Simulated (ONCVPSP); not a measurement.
# Mn: the cost of one run

The numbers are computed with ONCVPSP 4.0.1 (PBEsol, scalar-relativistic, spin-unpolarised reference atom).

## 1. Settings

The settings as typed:

```json
{
  "element": "manganese (Mn, Z = 25)",
  "type": "optimised norm-conserving Vanderbilt (ONCV)",
  "frozen core": "[Ne]",
  "valence charge": "15",
  "reference configuration": "3s2 3p6 3d5 (charge +2)",
  "partial waves": "3s: rc 0.80 bohr, ncon 4, nbas 9, qcut 8.1 1/bohr, 2 projectors, debl 0.6 Ha; 3p: rc 1.20 bohr, ncon 4, nbas 8, qcut 13.7 1/bohr, 1 projector; 3d: rc 1.05 bohr, ncon 4, nbas 8, qcut 11.7 1/bohr, 1 projector",
  "local potential": "polynomial inside 0.50 bohr (lpopt 5, dvloc0 -1 Ha)",
  "core correction": "not asked for"
}
```

The nodes and maxima of the atom's own shells, from an earlier all-electron run, set the scale for the radii.

All-electron outer shells of the reference configuration (PBEsol, scalar-relativistic, ld1.x):

```
shell  level (eV)  outermost node (bohr)  outermost maximum (bohr)
   3s     -103.42                   0.34                      0.74
   3p      -72.27                   0.31                      0.75
   3d      -24.28                      –                      0.76
   4s      -19.23                   1.05                      2.24
   4p      -13.67                   1.14                      2.67
```

## 2. Generating the potential

Mn.dat

```
# ATOM AND REFERENCE CONFIGURATION
# atsym  z   nc   nv     iexc    psfile
  Mn 25.00    3    3  -116133      upf
#
#   n    l    f
    1    0    2.00
    2    0    2.00
    2    1    6.00
    3    0    2.00
    3    1    6.00
    3    2    5.00
#
# PSEUDOPOTENTIAL AND OPTIMIZATION
# lmax
    2
#
#   l,   rc,      ep,       ncon, nbas, qcut
    0    0.80    0.00    4    9    8.10
    1    1.20    0.00    4    8   13.70
    2    1.05    0.00    4    8   11.70
#
# LOCAL POTENTIAL
# lloc, lpopt,  rc(5),   dvloc0
    4    5    0.50   -1.00
#
# VANDERBILT-KLEINMAN-BYLANDER PROJECTORs
# l, nproj, debl
    0    2    0.60
    1    1    2.70
    2    1    3.60
#
# MODEL CORE CHARGE
# icmod, fcfact, rcfact
    0    0.00    0.00
#
# LOG DERIVATIVE ANALYSIS
# epsh1, epsh2, depsh
   -5.00    5.00    0.04
#
# OUTPUT GRID
# rlmax, drl
    6.00    0.01
#
# TEST CONFIGURATIONS
# ncnf
    4
# nvcnf
#   n    l    f
    4
    3    0    2.00
    3    1    6.00
    3    2    5.00
    4    0    2.00
#
    4
    3    0    2.00
    3    1    6.00
    3    2    5.00
    4    0    1.00
#
    3
    3    0    2.00
    3    1    6.00
    3    2    4.00
#
    4
    3    0    2.00
    3    1    6.00
    3    2    6.00
    4    0    1.00
#
```

Started as:

```
$ oncvpsp.x < Mn.dat > Mn.out
```

**Question.** How long does this run take on 1 thread of Intel Xeon Platinum 8488C, shared host?

About 3.2 s.
